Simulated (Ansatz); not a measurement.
# BH4PSSe: a ladder of functionals and wavefunction methods

How much do the methods differ for BH4PSSe? The plan is to run it at one geometry with functionals of several rungs and with coupled cluster, and see how far each lands from CCSD(T) at the basis-set limit for the atomisation energy.

Computed with Ansatz 0.2.0, Gaussian basis. Level: functionals in def2-TZVPP, the program's frozen cores in correlated methods.

Levels to be run: LDA (SPW92), PBE-D4, revPBE-D4, BLYP-D4, r2SCAN-D4, B97M-V, PBE0-D4, B3LYP-D4, r2SCANh-D4, r2SCAN0-D4, HSE06-D4, BHLYP-D4, CAM-B3LYP-D4, LC-ωPBE, ωB97X-V, ωB97M-V, B2PLYP, PBE-QIDH; CCSD(T)/def2-SVP; CCSD(T)/def2-TZVPP; MP2/def2-QZVPP; extrapolation to the limit; RPA on PBE.

## (1) The relaxed structure

All runs share one geometry, relaxed beforehand with PBE0-D4 in a triple-zeta def2 set.

8 atoms, charge 0, spin multiplicity 1.

Atoms are counted from 1 here; the program's logs count them from 0.

Bond lengths: B1–P2 1.923 Å, B1–Se4 2.152 Å, B1–H5 1.194 Å, B1–H6 1.195 Å, P2–S3 2.088 Å, P2–Se4 2.365 Å, S3–H7 1.346 Å, Se4–H8 1.472 Å. Angles: P2–B1–Se4 70.7°, P2–B1–H5 115.0°, P2–B1–H6 119.2°, Se4–B1–H5 109.2°, Se4–B1–H6 107.6°, H5–B1–H6 121.6°, B1–P2–S3 100.1°, B1–P2–Se4 59.2°, S3–P2–Se4 100.0°, P2–S3–H7 96.7°, B1–Se4–P2 50.1°, B1–Se4–H8 97.7°, P2–Se4–H8 94.6°.

## (2) LDA

This LDA is Slater exchange with PW92 correlation.

File in.yaml:

```yaml
crystal:
  periodic: [false, false, false]
  atoms:
    - {symbol: B, position_ang: [-1.035402, 0.513669, 0.084732]}
    - {symbol: P, position_ang: [0.738237, 0.417012, -0.651432]}
    - {symbol: S, position_ang: [1.868628, 0.587681, 1.095423]}
    - {symbol: Se, position_ang: [-0.479230, -1.550772, -0.163368]}
    - {symbol: H, position_ang: [-1.893863, 0.786507, -0.699508]}
    - {symbol: H, position_ang: [-1.170910, 0.713112, 1.255181]}
    - {symbol: H, position_ang: [3.041693, 0.201798, 0.560870]}
    - {symbol: H, position_ang: [-0.976952, -1.726107, -1.537699]}
basis:
  gaussian: {orbitals: def2-TZVPP}
hamiltonian: {xc: lda}
output: {orbitals: {seedname: orbitals}}
```

The runs that follow: PBE-D4 (GGA); revPBE-D4 (GGA); BLYP-D4 (GGA); r2SCAN-D4 (meta-GGA); B97M-V (meta-GGA); PBE0-D4 (hybrid); B3LYP-D4 (hybrid); r2SCANh-D4 (hybrid); r2SCAN0-D4 (hybrid); HSE06-D4 (hybrid); BHLYP-D4 (hybrid); CAM-B3LYP-D4 (range-separated); LC-ωPBE (range-separated); ωB97X-V (range-separated); ωB97M-V (range-separated); B2PLYP (double hybrid); PBE-QIDH (double hybrid); CCSD(T) in def2-SVP; CCSD(T) in def2-TZVPP; MP2 in def2-QZVPP; RPA on PBE orbitals.

Q: Predict the results of all the runs planned. Wanted: atomisation energy, CCSD(T)/CBS; farthest beyond LDA; mean size of error, GGA; mean size of error, meta-GGA; mean size of error, hybrid; mean size of error, range-separated; mean size of error, double hybrid; gap, smallest and largest; T1 diagnostic.

The runs gave:

| quantity | value |
| --- | --- |
| atomisation energy, CCSD(T)/CBS | 555.0 kcal/mol |
| functionals within 5.5 kcal/mol (1.0 %) | BLYP-D4, B3LYP-D4, r2SCANh-D4, r2SCAN0-D4, CAM-B3LYP-D4, PBE-QIDH |
| farthest beyond LDA | PBE-D4 (+19.0 kcal/mol) |
| mean size of error, GGA | 9.7 kcal/mol |
| mean size of error, meta-GGA | 10.6 kcal/mol |
| mean size of error, hybrid | 6.4 kcal/mol |
| mean size of error, range-separated | 6.5 kcal/mol |
| mean size of error, double hybrid | 5.9 kcal/mol |
| gap, smallest and largest | 3.60 eV (LDA (SPW92)), 10.17 eV (LC-ωPBE) |
| T1 diagnostic | 0.0124 |
| triples share of the correlation energy | 4.6 % |

What this shows: The LDA atomisation energy is off by 98.6 kcal/mol (18 %): it overbinds. PBE-D4 is off by +19.0 kcal/mol. Double hybrids carry the basis error of their MP2 part in triple zeta, and no dispersion term here, so their miss is partly the set-up's. By mean error the best rung here is double hybrid (5.9 kcal/mol) and the worst beyond LDA is meta-GGA (10.6 kcal/mol). The gap between the best rungs is small, so their order is not settled. The reference freezes the cores and leaves out relativity and excitations past (T), and its outer-core shells are covered unevenly, so misses under about 5.5 kcal/mol can't be ranked. All levels share the lack of spin-orbit coupling, which lowers the free heavy atoms and so the true binding. Hartree-Fock recovers 67 % of the binding; the rest is correlation. CCSD(T) in def2-SVP is off by -53.0 kcal/mol, which most functionals beat. The gap grows from 3.6 to 10.2 eV across the functionals, mostly with the share of exact exchange. Correlated methods include outer-core shells of Se, which these sets cover unevenly.
